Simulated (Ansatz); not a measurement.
# C3H8ClGaSi: the cost of one run

Method: RHF/def2-SVP, in Ansatz 0.2.0.

### Step 1. The starting structure

Bond lengths: C1–C2 1.466 Å, C2–C3 1.527 Å, C3–Cl4 1.726 Å, C2–Si5 1.895 Å, C2–Ga6 2.121 Å, C1–H7 1.103 Å, C1–H8 1.098 Å, C1–H9 1.165 Å, C3–H10 1.070 Å, C3–H11 1.141 Å, Si5–H12 1.493 Å, Si5–H13 1.500 Å, Ga6–H14 0.677 Å. Angles (14 of 22 angles, heavy atoms first): C1–C2–C3 110.3°, C1–C2–Si5 110.0°, C1–C2–Ga6 124.6°, C3–C2–Si5 111.3°, C3–C2–Ga6 99.3°, Si5–C2–Ga6 100.5°, C2–C3–Cl4 111.0°, C2–C1–H7 113.9°, C2–C1–H8 112.4°, C2–C1–H9 110.7°, C2–C3–H10 112.7°, C2–C3–H11 108.8°, Cl4–C3–H10 112.1°, Cl4–C3–H11 103.3°.

Coordinates:

```xyz
14

C    -1.2965    0.5539   -0.5639
C    -0.0549    0.0480    0.0285
C    -0.1734   -1.4478    0.3121
Cl   -1.1480   -1.7367    1.7070
Si    1.4084    0.4184   -1.1169
Ga    0.7398    0.6871    1.8886
H    -1.5412    0.1045   -1.5406
H    -2.1560    0.4501    0.1119
H    -1.2475    1.7100   -0.6990
H    -0.5106   -2.0041   -0.5377
H     0.8505   -1.8455    0.6193
H     2.6556   -0.1239   -0.5008
H     1.5035    1.9084   -1.2571
H     0.9572    1.2483    1.5775
```

### Step 2. Relaxing end A

Contents of input.yaml:

```yaml
crystal:
  periodic: [false, false, false]
  atoms:
    - { symbol: C, position_ang: [-1.2965, 0.5539, -0.5639] }
    - { symbol: C, position_ang: [-0.0549, 0.048, 0.0285] }
    - { symbol: C, position_ang: [-0.1734, -1.4478, 0.3121] }
    - { symbol: Cl, position_ang: [-1.148, -1.7367, 1.707] }
    - { symbol: Si, position_ang: [1.4084, 0.4184, -1.1169] }
    - { symbol: Ga, position_ang: [0.7398, 0.6871, 1.8886] }
    - { symbol: H, position_ang: [-1.5412, 0.1045, -1.5406] }
    - { symbol: H, position_ang: [-2.156, 0.4501, 0.1119] }
    - { symbol: H, position_ang: [-1.2475, 1.71, -0.699] }
    - { symbol: H, position_ang: [-0.5106, -2.0041, -0.5377] }
    - { symbol: H, position_ang: [0.8505, -1.8455, 0.6193] }
    - { symbol: H, position_ang: [2.6556, -0.1239, -0.5008] }
    - { symbol: H, position_ang: [1.5035, 1.9084, -1.2571] }
    - { symbol: H, position_ang: [0.9572, 1.2483, 1.5775] }
basis:
  gaussian: { orbitals: def2-SVP }
hamiltonian:
  xc: hf
relax:
  f_tol: 0.015
  max_steps: 40
```

Launch:

```sh
> ansatz run input.yaml --threads 2 --pin off --max-ram 3072MiB --backend cpu --events-out ev --progress --plain --runs-dir out
```

What time and memory should one allow on 2 threads of Intel Xeon Platinum 8259CL at 2.50GHz (Skylake/Cascade Lake), shared host?

About 2.5 min, with a peak of 0.5 GiB.
